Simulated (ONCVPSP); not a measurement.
**Beryllium: generating and testing an ONCV potential**

Aim: build the potential from the settings below, then test how well it stands in for the atom: other configurations, scattering, ghost states and the plane-wave cutoff that it needs.

The numbers are computed with ONCVPSP 4.0.1.1 (patched build) (PBE, scalar-relativistic, spin-unpolarised reference atom).

## Step 1: The atom and the settings

The settings as typed:

- element: beryllium (Be, Z = 4)
- type: optimised norm-conserving Vanderbilt (ONCV)
- frozen core: none
- valence charge: 4
- reference configuration: 1s2 2s2
- partial waves: 1s+2s: rc 0.80 bohr, ncon 4, nbas 8, qcut 14.8 1/bohr, 3 projectors, debl 2.1 Ha; p scattering state at 0.33 Ha: rc 0.90 bohr, ncon 4, nbas 8, qcut 10.4 1/bohr, 2 projectors, debl 3.7 Ha; d scattering state at 0.4 Ha: rc 0.80 bohr, ncon 4, nbas 8, qcut 10.5 1/bohr, 3 projectors, debl 3.2 Ha
- local potential: polynomial inside 0.75 bohr (lpopt 4, dvloc0 0 Ha)
- core correction: not asked for

An earlier all-electron run gives the scale for the radii.

All-electron outer shells of the reference configuration (PBE, scalar-relativistic, ld1.x):

```tsv
shell	level (eV)	outermost node (bohr)	outermost maximum (bohr)
1s	-106.21	–	0.27
2s	-5.61	0.59	2.04
2p	-2.02	–	2.28
```

## Step 2: Generating the potential

Contents of Be.dat:

```
# ATOM AND REFERENCE CONFIGURATION
# atsym  z   nc   nv     iexc    psfile
  Be 4.00    0    2        4      upf
#
#   n    l    f
    1    0    2.00
    2    0    2.00
#
# PSEUDOPOTENTIAL AND OPTIMIZATION
# lmax
    2
#
#   l,   rc,      ep,       ncon, nbas, qcut
    0    0.80    0.00    4    8   14.80
    1    0.90    0.33    4    8   10.40
    2    0.80    0.40    4    8   10.50
#
# LOCAL POTENTIAL
# lloc, lpopt,  rc(5),   dvloc0
    4    4    0.75    0.00
#
# VANDERBILT-KLEINMAN-BYLANDER PROJECTORs
# l, nproj, debl
    0    3    2.10
    1    2    3.70
    2    3    3.20
#
# MODEL CORE CHARGE
# icmod, fcfact, rcfact
    0    0.00    0.00
#
# LOG DERIVATIVE ANALYSIS
# epsh1, epsh2, depsh
   -5.00    5.00    0.04
#
# OUTPUT GRID
# rlmax, drl
    6.00    0.01
#
# TEST CONFIGURATIONS
# ncnf
    4
# nvcnf
#   n    l    f
    2
    1    0    2.00
    2    0    1.00
#
    2
    1    0    2.00
    2    0    0.00
#
    2
    1    0    2.00
    2    0    1.50
#
    2
    1    0    1.00
    2    0    2.00
#
```

On the command line:

```console
oncvpsp.x < Be.dat > Be.out
```

Q: Predict the outcome of this session. Wanted: cutoffs for 1 and 0.1 mHa per electron, occupied waves; bound ghosts; GHOST(+) flags; largest test error; largest phase difference near zero energy, channels read.

The runs gave:

```
                                                quantity                   value
  cutoffs for 1 and 0.1 mHa per electron, occupied waves         82 Ha and 96 Ha
                                            bound ghosts              none found
                                          GHOST(+) flags             d at 102 eV
                            largest test error (AE − PS)  +1097 meV, for 1s1 2s2
largest phase difference near zero energy, channels read               0.002 rad
```

**Reading.** By total energies transferability is poor: the largest error is 1097 meV on 128.3 eV, for 1s1 2s2. That test lies far up in energy; among those under 40 eV, nearer to bonding, the largest error is 3.8 meV. By its cutoff, 82 Ha for the looser tolerance, it is very hard. At the looser tolerance the 1s wave is the slowest; 2s needs 66 Ha. No bound ghost shows below the valence levels. Near zero energy the phases of the channels with partial waves agree within 0.002 rad. The program also flags highly localised states, GHOST(+) (d).
